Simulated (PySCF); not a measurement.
# FO3W (W(O)3(F)-): the cost of one run

Method: B3LYP, W def2-SVP with ECP60, O def2-SVP, F def2-SVP; scalar-relativistic core potentials, no spin–orbit coupling; program: PySCF 2.14.0.

3 further runs of the same task are left out: 2 for a known fault of the program, 1 that didn't finish.

## 1. Where the work starts

5 atoms, charge -1, spin multiplicity 1.

Bond lengths: W1–O2 1.754 Å, W1–O3 1.754 Å, W1–O4 1.754 Å, W1–F5 1.922 Å. Angles: O2–W1–O3 109.2°, O2–W1–O4 109.5°, O2–W1–F5 109.7°, O3–W1–O4 109.2°, O3–W1–F5 109.4°, O4–W1–F5 109.7°.

Geometry (Å):

```
W     0.0000   -0.0844    0.0647
O     1.4322   -0.1092    1.0772
O     0.0000    1.3796   -0.9008
O    -1.4322   -0.1092    1.0772
F     0.0000   -1.6150   -1.0980
```

Formal oxidation states: W +6. An earlier session relaxed this geometry at B3LYP, W def2-SVP with ECP60, O def2-SVP, F def2-SVP (singlet, point group C3v).

Its energy there is -392.665190 Eh.

## 2. Multiplicity 3 at the relaxed geometry

Contents of run.py (the lines that set the calculation):

```python
mol = gto.M(atom='''
W      0.00000    -0.08443     0.06469
O      1.43217    -0.10924     1.07718
O      0.00000     1.37956    -0.90081
O     -1.43217    -0.10924     1.07718
F      0.00000    -1.61496    -1.09799''',
    basis={'W': 'def2-SVP', 'O': 'def2-SVP', 'F': 'def2-SVP'},
    ecp={'W': 'def2-SVP'},
    charge=-1, spin=2)
mf = dft.UKS(mol, xc='B3LYP')
mf.grids.atom_grid = (50, 194)
mf = mf.density_fit()  # fitting sets: W def2-universal-JKFIT, O def2-universal-JKFIT, F def2-universal-JKFIT
mf.conv_tol = 1e-08; mf.max_cycle = 55
mf.kernel(dm0)  # dm0: free metal ions and neutral atoms
```

Run with:

```console
OMP_NUM_THREADS=2 python run.py
```

**Question.** How long does this run take on 2 threads of Arm Neoverse V2, shared host?

About 4.3 s.
